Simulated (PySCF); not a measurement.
Crystal: OGaBr2H, in a box.

```
O Ga Br H
1.0
    13.00000    0.00000    0.00000
     0.00000   13.00000    0.00000
     0.00000    0.00000   12.00000
O Ga Br H
1 1 2 1
Direct
  0.49589 0.59863 0.51125
  0.49951 0.46280 0.50640
  0.62950 0.37558 0.59030
  0.37250 0.37983 0.41537
  0.55280 0.62765 0.55158
```

Base run:

| Property | Result |
| --- | --- |
| Program | PySCF 2.14.0 |
| Functional | HSE03 |
| Dispersion | D3(BJ) |
| Potentials or basis | def2-svp (all-electron) |
| k mesh | 1 × 1 × 1 |
| Occupations | fixed |
| Spin | no spin polarisation |

Its results: gap between the frontier levels 6.22 eV.

Task: After a change of settings the same cell gave: gap between the frontier levels 7.40 eV. Which change was it?
A. functional from HSE03 to PBEsol; dispersion from D3(BJ) to D4
B. functional from HSE03 to PBEsol0; dispersion from D3(BJ) to none
C. functional from HSE03 to r2SCAN0

Result: C.

Caveats: this is a molecule in a periodic box at the Γ point, so its band gap is the HOMO-LUMO gap; relativity is left out, which matters for the heavier elements; the basis of atomic orbitals isn't converged, which shifts pressures, moduli and gaps; this program's HSE differs a little from the usual definition (some runs).

Not every run made on this cell is shown here.
